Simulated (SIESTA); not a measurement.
Runs of SIESTA 5.4.2 on Mg. The cell holds a slab with vacuum, 5 atoms: a = 3.209 Å, b = 3.209 Å, c = 25.421 Å, α = 90.00°, β = 90.00°, γ = 120.00°. The slab is cut from a database's or a generator's crystal, which needn't be the stable form of the element.

```csv
level,potentials or basis,gap on the mesh (eV),largest force (eV/Å)
PBEsol,"PseudoDojo 0.4 standard (PBEsol files), DZP (energy shift 0.003 Ry; two zetas on semicore shells)",none,0.10
BLYP,"PseudoDojo 0.4 standard (PBE files), DZP (energy shift 0.003 Ry; two zetas on semicore shells)",none,(a)
PW91,"PseudoDojo 0.4 standard (PBE files), DZP (energy shift 0.003 Ry; two zetas on semicore shells)",none,0.14
RPBE,"PseudoDojo 0.4 standard (PBE files), DZP (energy shift 0.003 Ry; two zetas on semicore shells)",none,0.21
WC,"PseudoDojo 0.4 standard (PBEsol files), DZP (energy shift 0.003 Ry; two zetas on semicore shells)",none,0.10
```

Alike in all rows: task single point; no spin polarisation; cell as given; k mesh 10 × 10 × 1; smearing fermi-dirac 0.05 eV; grid cutoff 800 Ry; energy shift 0.003 Ry.

Problem. Estimate the missing entries.

Solution. (a) 0.17.

Caveats: the basis of atomic orbitals isn't converged, which shifts pressures, moduli and gaps; the potentials were made for another functional, which shifts forces and pressure (some runs).

A gap of «none» marks a metal or a gap under the smearing width.

Runs at the PBE level aren't shown here.
